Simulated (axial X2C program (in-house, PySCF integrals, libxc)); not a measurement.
**A two-component session on CoP⁻: properties at the nuclei**

Wanted for CoP⁻: properties at the nuclei, at the two-component level.

Computed with an in-house X2C program for linear molecules on PySCF integrals. Level: two-component X2C with atomic mean-field terms, Co dyall-acv3z, P dyall-av3z.

All values are calculated.

### Step 1. Input

Contents of task.json:

```json
{"zs": [27, 15], "q": -1, "bas": ["dyall-acv3z", "dyall-av3z"], "r0": 2.05, "levels": ["PBE0", "HF", "B3LYP", "BP86", "PBE"], "nst": 3}
```

Keys: zs atomic numbers; q charge; bas basis sets; r0 starting distance in Å; levels methods (HF also brings MP2); nst determinants followed.

Run with:

```sh
$ python soeom.py task.json out
```

Nuclei are Gaussian, cores are contracted, and the Gaunt term is on.

### Step 2. Expectation values, lowest determinant

R = 2.159 Å. State: Ω = 7/2 (excess of +ω over −ω: ω = -1/2, ω = 3/2, ω = 5/2).

Output of the PBE0 run:

```text
two-component X2C + atomic mean field  PBE0
basis functions 186  fitting functions 982  grid points 5082
iter        total energy     max residual
   1      -1734.707639260     1.11e-05
   2      -1734.707639242     5.06e-05
   3      -1734.707639264     4.68e-06
   4      -1734.707639267     5.74e-06
   5      -1734.707639268     8.08e-06
converged
one-electron -2608.62165448  Coulomb 858.11417554  exact exchange -20.30012739  xc functional -62.72341164  nuclear repulsion 99.26668385  atomic mean-field constant -0.44330513
```

The highest occupied spinor is 61% P p, 28% Co d, 10% Co p.

```csv
level,Eeff magnitude (GV/cm),Ws magnitude Co (kHz),A∥/gI Co (MHz),qzz Co (a.u.),A∥/gI P (MHz),qzz P (a.u.)
PBE0,0.00773,0.0173,403,-0.03,-45.6,0.71
HF,0.88,0.109,378,-1.62,-63,-0.79
B3LYP,0.219,0.00562,372,-0.04,-39.7,0.64
BP86,0.234,0.00886,322,-0.13,-23.7,0.22
PBE,0.263,0.0119,319,-0.13,-25.5,0.21
```

Eeff is the effective electric field on the electron dipole moment in this Ω state and Ws the scalar–pseudoscalar constant (defined with the proton number Z and per Ω); A∥ is the parallel hyperfine constant, which follows by multiplying with the nuclear g factor gI = μI/(I μN); qzz is the electric field gradient, eQq0 = 234.96 MHz × Q/barn × qzz. The operators were transformed with the bare-nucleus X2C matrices.

### Step 3. Expectation values, a higher determinant

R = 2.159 Å. State: Ω = 1/2 (excess of +ω over −ω: ω = 1/2), 0.13 eV above the lowest in the PBE0 search for states (made at or near this distance, with looser thresholds).

Output of the PBE0 run:

```text
two-component X2C + atomic mean field  PBE0
basis functions 186  fitting functions 982  grid points 5082
iter        total energy     max residual
   1      -1734.702995931     3.11e-05
   2      -1734.702995800     1.43e-04
   3      -1734.702995963     2.41e-05
   4      -1734.702995977     1.69e-05
   5      -1734.702996032     2.45e-05
   6      -1734.702996095     6.57e-06
   7      -1734.702996108     5.02e-06
   8      -1734.702996115     1.38e-06
   9      -1734.702996116     9.20e-07
converged
one-electron -2608.55525427  Coulomb 858.04984856  exact exchange -20.29905958  xc functional -62.72190954  nuclear repulsion 99.26668385  atomic mean-field constant -0.44330513
```

The highest occupied spinor is 76% P p, 15% Co p, 7% Co d.

```csv
level,Eeff magnitude (GV/cm),Ws magnitude Co (kHz),A∥/gI Co (MHz),qzz Co (a.u.),A∥/gI P (MHz),qzz P (a.u.)
PBE0,0.00579,0.133,1870,-0.05,-60.2,0.74
HF,0.88,0.755,1500,-1.66,452,-0.82
B3LYP,0.221,0.0381,1930,-0.06,-7.4,0.66
BP86,0.251,0.0632,1720,-0.13,179,0.22
PBE,0.278,0.0848,1750,-0.15,190,0.20
```

### Step 4. Expectation values, a higher determinant

R = 2.159 Å. State: Ω = 9/2 (excess of +ω over −ω: ω = 1/2, ω = 3/2, ω = 5/2), 0.30 eV above the lowest in the PBE0 search for states (made at or near this distance, with looser thresholds).

Output of the PBE0 run:

```text
two-component X2C + atomic mean field  PBE0
basis functions 186  fitting functions 982  grid points 5082
iter        total energy     max residual
   1      -1734.696534158     1.05e-05
   2      -1734.696534160     3.19e-05
   3      -1734.696534167     5.92e-06
   4      -1734.696534172     7.20e-06
   5      -1734.696534174     1.87e-06
converged
one-electron -2608.76324031  Coulomb 858.27970925  exact exchange -20.31364252  xc functional -62.72273931  nuclear repulsion 99.26668385  atomic mean-field constant -0.44330513
```

The highest occupied spinor is 73% P p, 18% Co p, 8% Co d.

```csv
level,Eeff magnitude (GV/cm),Ws magnitude Co (kHz),A∥/gI Co (MHz),qzz Co (a.u.),A∥/gI P (MHz),qzz P (a.u.)
PBE0,0.308,0.0183,367,-0.09,67.2,0.08
HF,1.2,0.0941,407,0.16,48.5,-0.60
B3LYP,0.245,0.0137,365,-0.11,67.6,0.13
BP86,0.181,0.00948,336,-0.16,72,-0.12
PBE,0.19,0.00999,337,-0.17,71.9,-0.14
```

### Step 5. Outcome

| quantity | value |
| --- | --- |
| lowest determinant | Ω = 7/2 (excess of +ω over −ω: ω = -1/2, ω = 3/2, ω = 5/2) |
| Eeff magnitude (GV/cm), PBE0 | 0.00773 |
| Ws magnitude Co (kHz), PBE0 | 0.0173 |
| A∥/gI Co (MHz), PBE0 | 403 |
| qzz Co (a.u.), PBE0 | -0.03 |
| higher determinant | Ω = 1/2 (excess of +ω over −ω: ω = 1/2) |
| Eeff magnitude (GV/cm), PBE0, higher determinant | 0.00579 |
| Ws magnitude Co (kHz), PBE0, higher determinant | 0.133 |
| A∥/gI Co (MHz), PBE0, higher determinant | 1870 |
| qzz Co (a.u.), PBE0, higher determinant | -0.05 |
| higher determinant | Ω = 9/2 (excess of +ω over −ω: ω = 1/2, ω = 3/2, ω = 5/2) |
| Eeff magnitude (GV/cm), PBE0, higher determinant | 0.308 |
| Ws magnitude Co (kHz), PBE0, higher determinant | 0.0183 |
| A∥/gI Co (MHz), PBE0, higher determinant | 367 |
| qzz Co (a.u.), PBE0, higher determinant | -0.09 |

In the first state, the effective field runs from 0.00773 to 0.88 GV/cm over the mean-field levels, so the levels don't agree on it. The expectation values come from single determinants, which for open shells can mix terms of unlike spin or miss the lowest Ω, so a determinant need not be a state. Eeff is the effective electric field on the electron dipole moment in this Ω state and Ws the scalar–pseudoscalar constant (defined with the proton number Z and per Ω); A∥ is the parallel hyperfine constant, which follows by multiplying with the nuclear g factor gI = μI/(I μN); qzz is the electric field gradient, eQq0 = 234.96 MHz × Q/barn × qzz. The operators were transformed with the bare-nucleus X2C matrices.
